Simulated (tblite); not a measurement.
# GeH8O2SSi2: the cost of one run

Computed with tblite 0.8.0 and PySCF 2.14.0; each step states its level. No surroundings beyond the atoms listed, unless a continuum is named. Atoms count from 0, parts from 1.

## (1) The system as given

14 atoms, charge 0, multiplicity 1; geometry: distance geometry start.

## (2) Relaxing the cluster with GFN2-xTB

The job: settings as JSON, then the geometry in Å.

```
{"job": {"kind": "relax", "xc": "GFN2-xTB", "basis": "xTB"}, "charge": 0, "multiplicity": 1}
Si     0.261390    -0.460638    -0.840953
O      1.584688     0.577908    -1.166237
Ge     2.746060     0.628922     0.170424
S     -1.499743     0.631255    -1.240251
Si    -3.066391     0.345688     0.221862
O      0.370691    -0.967150     0.808355
H      0.420413    -1.629493    -1.735370
H      4.223686     0.709028    -0.363356
H      2.590430    -0.689644     0.978782
H      2.514242     1.844349     1.086393
H     -2.612968    -0.563101     1.250408
H     -3.367074     1.654014     0.846588
H     -4.314250    -0.154109    -0.345010
H      0.195952    -1.927567     0.919366
```

Method: GFN2-xTB geometry optimisation, gas phase.

Started as:

```
OMP_NUM_THREADS=1 python cluster_run.py task.json out
```

This one command runs all jobs of the session in turn.

Q: Estimate the wall time of this first job on 1 thread of Arm Neoverse V1, shared host.

About 9.9 s.
